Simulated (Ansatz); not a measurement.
# Al2BP3: the cost of one run

Computed with Ansatz 0.2.0 (DFT PBE, scalar-relativistic, plane waves, PAW, unless a step's input says otherwise).

**1. Starting point**

Symmetry: P6/mmm, No. 191, hexagonal system. Conventional cell: a = 4.186 Å, b = 4.186 Å, c = 6.705 Å, α = 90.00°, β = 90.00°, γ = 120.00°. Al (site symmetry -6m2) has 3 Al at 2.42 Å as nearest neighbours. Around B (site symmetry 6/mmm) lie 6 P at 2.09 Å. P (site symmetry mmm) is surrounded by 4 P at 2.09 Å and 2 B at 2.09 Å.

Coordinates:

```cif
data_structure
_symmetry_space_group_name_H-M 'P 1'
_symmetry_Int_Tables_number 1
_cell_length_a 4.1861
_cell_length_b 4.1861
_cell_length_c 6.7053
_cell_angle_alpha 90.000
_cell_angle_beta 90.000
_cell_angle_gamma 120.000
_cell_volume 101.76
loop_
_atom_site_label
_atom_site_type_symbol
_atom_site_fract_x
_atom_site_fract_y
_atom_site_fract_z
_atom_site_occupancy
Al1 Al 0.33333 0.66667 0.00000 1
Al2 Al 0.66667 0.33333 0.00000 1
B1 B 0.00000 0.00000 0.50000 1
P1 P 0.50000 0.00000 0.50000 1
P2 P 0.00000 0.50000 0.50000 1
P3 P 0.50000 0.50000 0.50000 1
```

Recipe of the guess: random cell by space group and Wyckoff sites (P6/mmm, No. 191). The dimensions are guesses.

**2. A first look at the guess**

File input.yaml:

```yaml
crystal:
  lattice:
    - [4.18606335, 0.0, 0.0]
    - [-2.09303167, 3.6252372, 0.0]
    - [0.0, 0.0, 6.70531506]
  atoms:
    - { symbol: Al, position: [0.33333333, 0.66666667, 0.0] }
    - { symbol: Al, position: [0.66666667, 0.33333333, 0.0] }
    - { symbol: B, position: [0.0, 0.0, 0.5] }
    - { symbol: P, position: [0.5, 0.0, 0.5] }
    - { symbol: P, position: [0.0, 0.5, 0.5] }
    - { symbol: P, position: [0.5, 0.5, 0.5] }
basis:
  ecutwfc: 420
kpoints:
  mp_grid: { grid: [6, 6, 4] }
hamiltonian:
  xc: pbe
scf:
  occupations: { method: gaussian, width: 0.1 }
  lower_state_search: "off"
output:
  forces: true
  stress: true
  eigenvalues: true
```

Run with:

```
$ ansatz run input.yaml --threads 1 --pin off --max-ram 2560MiB --backend cpu --events-out ev --progress --plain --runs-dir out
```

What time and memory should one allow on 1 thread of Intel Xeon at 2.50GHz (Skylake/Cascade Lake), shared host?

About 6.7 s, with a peak of 0.37 GiB.
